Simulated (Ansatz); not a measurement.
Input of an Ansatz 0.2.0 run:

The input input.yaml:

```yaml
crystal:
  lattice:
    - [5.10934, -0.00669, 0.01056]
    - [-0.23945, 5.68925, 0.00703]
    - [-0.92899, -2.82542, 5.11884]
  atoms:
    - { symbol: Na, position: [0.40776, 0.38086, 0.07519] }
    - { symbol: La, position: [0.0369, 0.66325, 0.68598] }
    - { symbol: Mn, position: [0.44271, 0.04268, 0.40638], spin: 4.0 }
    - { symbol: Mo, position: [0.90251, 0.96387, 0.30442], spin: 1.0 }
    - { symbol: O, position: [0.73627, 0.69569, 0.99417] }
    - { symbol: O, position: [0.72288, 0.91846, 0.55299] }
    - { symbol: O, position: [0.70112, 0.27368, 0.37292] }
    - { symbol: O, position: [0.19224, 0.75325, 0.3666] }
    - { symbol: O, position: [0.17926, 0.03365, 0.11672] }
    - { symbol: O, position: [0.20034, 0.27462, 0.63197] }
hamiltonian:
  xc: pbe
  pseudopotentials: { kind: paw }
  dispersion: d4
magnetization:
  spin_polarized: true
kpoints:
  mp_grid: { grid: [4, 4, 4] }
scf:
  occupations: { method: fermi_dirac, width: 0.05 }
output:
  forces: true
  stress: true
  eigenvalues: true
relax:
  f_tol: 0.01
  max_steps: 40
  cell: { stress_tol: 0.05 }
```

Potentials or basis: Ansatz PAW.

Run with:

```sh
$ ansatz run input.yaml --threads 8 --pin off --max-ram 20480MiB --backend cpu --events-out ev --progress --plain --runs-dir out
```

(1) Estimate the relaxed cell.

(2) Predict the band gap on the k mesh.

(3) What does it give for the absolute moment?

(4) Estimate the space group after relaxing (to 0.05 Å).

## Answers

(1) a = 5.044 Å, b = 5.607 Å, c = 5.841 Å, α = 117.68°, β = 99.14°, γ = 92.60°.

(2) 0.93 eV, indirect (least direct gap 1.16 eV).

(3) 3.77 μB per cell.

(4) P1 (No. 1).

Caveat: the plane-wave basis is chosen anew once the cell has moved, so the energies of steps on either side of that aren't comparable; spin-orbit coupling is left out, which moves the levels of the heavy elements; a cell with one magnetic atom can't hold antiferromagnetic order, which such compounds often take; the starting moments weren't kept.
